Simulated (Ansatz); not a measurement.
# HfB: response to strain

Aim: deform HfB (equal xy, yz and zx engineering shear strains of +2 %) and compute stress, forces and field gradients with LAPW, PAW and all-electron datasets made for the crystal.

Method: DFT LDA, scalar-relativistic, in Ansatz 0.2.0.

### 1 The structure to begin with

Symmetry: Fm-3m, No. 225, cubic system. Conventional cell: a = 4.620 Å, b = 4.620 Å, c = 4.620 Å, α = 90.00°, β = 90.00°, γ = 90.00°. Hf (site symmetry m-3m) is surrounded by 6 B at 2.31 Å. Around B (site symmetry m-3m) lie 6 Hf at 2.31 Å.

Coordinates:

```xyz
2
Lattice="0.0000 2.3100 2.3100 2.3100 0.0000 2.3100 2.3100 2.3100 0.0000" Properties=species:S:1:pos:R:3 pbc="T T T"
Hf    2.3100    2.3100    2.3100
B     0.0000    0.0000    0.0000
```

Atoms are numbered in the order of the input: Hf1, B2.

### 2 The deformed structure

Space group Fm-3m before, R-3m after.

### 3 LAPW, all electrons

Contents of input.yaml:

```yaml
crystal:
  lattice:
    - [0.0462, 2.3331, 2.3331]
    - [2.3331, 0.0462, 2.3331]
    - [2.3331, 2.3331, 0.0462]
  atoms:
    - { symbol: Hf, position: [0.5, 0.5, 0.5] }
    - { symbol: B, position: [0.0, 0.0, 0.0] }
kpoints:
  mp_grid: { grid: [15, 15, 15] }
  band_path:
    path:
      - [0.0, 0.0, 0.0]
      - [0.5, 0.5, 0.5]
      - [0.2451701269, 0.5, 0.7548298731]
      - [-0.2451701269, 0.2451701269, 0.5]
      - [0.0, 0.0, 0.5]
      - [0.0, 0.0, 0.0]
      - [-0.3725850634, 0.0, 0.3725850634]
      - [0.0, 0.3725850634, 0.6274149366]
      - [0.0, 0.5, 0.5]
    npoints: 5
scf:
  occupations: { method: fermi_dirac, width: 0.05 }
hamiltonian:
  xc: lda
  pseudopotentials: { kind: all_electron, lapw: { basis_error: 0.00025 } }
output:
  forces: true
  stress: true
  eigenvalues: true
```

Run with:

```
$ ansatz run input.yaml --threads 1 --pin off --max-ram 3072MiB --backend cpu --events-out ev --progress --plain --runs-dir out
```

### 4 PAW with frozen cores

Contents of input.yaml:

```yaml
crystal:
  lattice:
    - [0.0462, 2.3331, 2.3331]
    - [2.3331, 0.0462, 2.3331]
    - [2.3331, 2.3331, 0.0462]
  atoms:
    - { symbol: Hf, position: [0.5, 0.5, 0.5] }
    - { symbol: B, position: [0.0, 0.0, 0.0] }
kpoints:
  mp_grid: { grid: [15, 15, 15] }
scf:
  occupations: { method: fermi_dirac, width: 0.05 }
hamiltonian:
  xc: lda
  pseudopotentials: { kind: paw }
output:
  forces: true
  stress: true
  eigenvalues: true
  efg: { contact_densities: true }
```

### 5 All-electron PAW on datasets made for the crystal

input.yaml, as its differences from that of step 4:

```diff
@@ -14,3 +14,3 @@
   xc: lda
-  pseudopotentials: { kind: paw }
+  pseudopotentials: { kind: all_electron, datasets: crystal }
 output:
```

(Steps that only read results are left out.)

**Question.** What will these runs give? Wanted: pressure; largest shear or deviatoric stress.

**Answer**, as computed:

```
                                 quantity                                              value
                                 pressure  LAPW 18.31, PAW 18.26, crystal datasets 18.31 GPa
largest shear or deviatoric stress (LAPW)                                           1.37 GPa
```

The largest part of the stress beyond the pressure is 1.37 GPa in size; the atoms are carried along and not relaxed. No run of the undeformed cell stands beside it, so the pressure holds what the given cell had before the change. PAW: stress within 0.05 GPa of LAPW. Crystal datasets: stress within 0.01 GPa of LAPW. Spin-orbit coupling is left out, though the cell holds Hf; in elements this heavy it can shift bands and gaps by tenths of an eV.
